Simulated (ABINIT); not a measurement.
Input of an ABINIT 10.8.3 (patched build) run:

File run.abi:

```
# Pseudopotentials
pp_dirpath "./"
pseudos "Zn.upf, S.upf"

# Structure
acell 3*1.0 Angstrom
rprim
     0.0000000000     3.1808000000     3.1808000000
     3.1808000000     0.0000000000     3.1808000000
     3.1808000000     3.1808000000     0.0000000000
ntypat 2
znucl 30 16
natom 4
typat 1 2 2 2
xcart
     0.0000000000     0.0000000000     0.0000000000
     1.5904000000     1.5904000000     1.5904000000
     4.7712000000     4.7712000000     4.7712000000
     3.1808000000     3.1808000000     3.1808000000 Angstrom

# Plane-wave basis
ecut 1088.455450 eV

# k points
kptopt 1
ngkpt 5 5 5
nshiftk 1
shiftk 0.0 0.0 0.0

# Exchange and correlation
ixc 7

# Bands and occupations
nband 23
occopt 3
tsmear 0.05 eV

# SCF cycle
nstep 100
tolvrs 1.0e-10

# Output
iomode 3
prtwf 0
prtden 0
prteig 0
prtebands 0
```

Potentials or basis: PseudoDojo NC SR LDA v0.4.1 standard.

Run with:

```console
$ abinit run.abi > log 2>&1
```

(1) What does it give for the pressure?

(2) Predict the band gap on the k mesh.

## Answers

(1) -6.8 GPa.

(2) none (metal or under the smearing width).
